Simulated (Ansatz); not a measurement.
TiC, space group Fm-3m, a convergence test of the k-point mesh

Run with the Ansatz DFT code, driven from Python.

`run_kconv.py`
```python
import warnings

import ansatz
from ase import Atoms

FUNCTIONAL = 'pbe'
FILLING = 'fermi_dirac'
SMEARING_WIDTH = 0.05
CUTOFF_EV = 420

warnings.simplefilter('ignore', ansatz.DeckWarning)

atoms = Atoms(
    ['Ti', 'C'],
    scaled_positions=[
        [0.0, 0.0, 0.0],
        [0.5, 0.5, 0.5],
    ],
    cell=[
        [0.0, 2.1593, 2.1593],
        [2.1593, 0.0, 2.1593],
        [2.1593, 2.1593, 0.0],
    ],
    pbc=True,
)
tic = ansatz.Crystal.from_ase(atoms)

base = (
    tic.calculation()
    .functional(FUNCTIONAL)
    .occupations(FILLING, width=SMEARING_WIDTH)
    .basis(CUTOFF_EV)
    .stress()
)

rows = []
for value in [(3, 3, 3), (4, 4, 4), (6, 6, 6), (7, 7, 7), (9, 9, 9), (11, 11, 11)]:
    rep = base.kpoints(mesh=value).run(threads=1).report
    rows.append((value, rep['free_energy_ev'] / len(rep['lattice']['sites']), rep['n_iterations'], sum(rep['stress_gpa'][i][i] for i in range(3)) / 3, rep['n_kpoints']))

print('        mesh   F/atom (eV)    iterations       P (GPa)      k-points')
for row in rows:
    print(f'{str(row[0]):>12s}  {row[1]:12.5f}  {row[2]:12d}  {row[3]:12.3f}  {row[4]:12d}')

for row in rows[:-1]:
    shift = 1000 * (row[1] - rows[-1][1])
    print(f'{row[0]}: {shift:+.2f} meV/atom' + ('  (within 5 meV)' if abs(shift) < 5 else ''))
```

`python run_kconv.py` gives:
```text
        mesh   F/atom (eV)    iterations       P (GPa)      k-points
   (3, 3, 3)   -1376.03106             6         3.614             4
   (4, 4, 4)   -1376.10880             6         1.687             8
   (6, 6, 6)   -1376.12995             6         2.612            16
   (7, 7, 7)   -1376.13300             6         2.636            20
   (9, 9, 9)   -1376.13504             6         2.580            35
(11, 11, 11)   -1376.13575             6         2.563            56
(3, 3, 3): +104.70 meV/atom
(4, 4, 4): +26.95 meV/atom
(6, 6, 6): +5.80 meV/atom
(7, 7, 7): +2.75 meV/atom  (within 5 meV)
(9, 9, 9): +0.71 meV/atom  (within 5 meV)
```

From 7×7×7 on it stays within 5 meV an atom of the value at 11×11×11; the first row (3×3×3) is off by 104.7 meV and the last but one by 0.71 meV. This holds for F at a smearing of 0.05 eV; a narrower one needs a denser mesh. The pressure moves from 3.61 to 2.56 GPa.

Of the deposited cell: the entry's cell lengths or inner coordinates differ somewhat from later room-temperature determinations. Pressure is positive in compression. The structure is a deposited one; some such entries were measured under pressure or heat, so a shift against it needn't be the functional's error alone. Shifts are counted from the finest mesh, which is itself no proven limit. Hardware and time: 3.2 s on 1 thread of Intel(R) Xeon(R) Processor @ 2.30GHz, on a shared host, peak memory 0.48 GiB.
